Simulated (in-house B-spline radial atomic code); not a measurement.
# Pd⁶⁺: ionisation energy by several methods

An exercise on one series of results from a longer session: the logs are not shown, and one member is left open.

Method: non-relativistic, several functionals, spin-polarised, exact exchange averaged over the configuration; spherical all-electron atom at the radial basis limit. Code: in-house B-spline radial atomic code version 1.

## What is computed

- element: palladium (Z = 46)
- charge: +6
- electrons: 40
- configuration: [Kr] 4d4
- nucleus: point

The outer shells:

[Kr] 4d4
```
[Kr] core
4d [↑ ][↑ ][↑ ][↑ ][  ]
```

Where spins are not typed, each open shell is filled with up spins first.

The first run:

Settings of the run:

```ini
Z = 46
electrons = 40.0
configuration = [Kr] 4d4
hamiltonian = nr
method = r2scan0
spin_polarised = True
exact_exchange = averaged over the configuration
```

Command:

```console
$ python run_scf.py task.json out
```

The settings of every run stand in task.json; they run in order.

Steps of the session up to this table: r2SCAN0; M06-2X; PBE0; HSE06; BHandHLYP.

One table of the session follows, with a row left open; its other results are not shown here.

```
   method  ΔSCF (eV)
  r2SCAN0     103.95
   M06-2X     103.17
     PBE0          ?
BHandHLYP     103.46
    HSE06     103.61
```

Estimate the missing values for PBE0.

As computed: ΔSCF (eV): 103.65. In the column «ΔSCF (eV)» it lies between HSE06 (103.61) and r2SCAN0 (103.95).

Limits of these values: These runs leave out relativity, which matters at this nuclear charge.
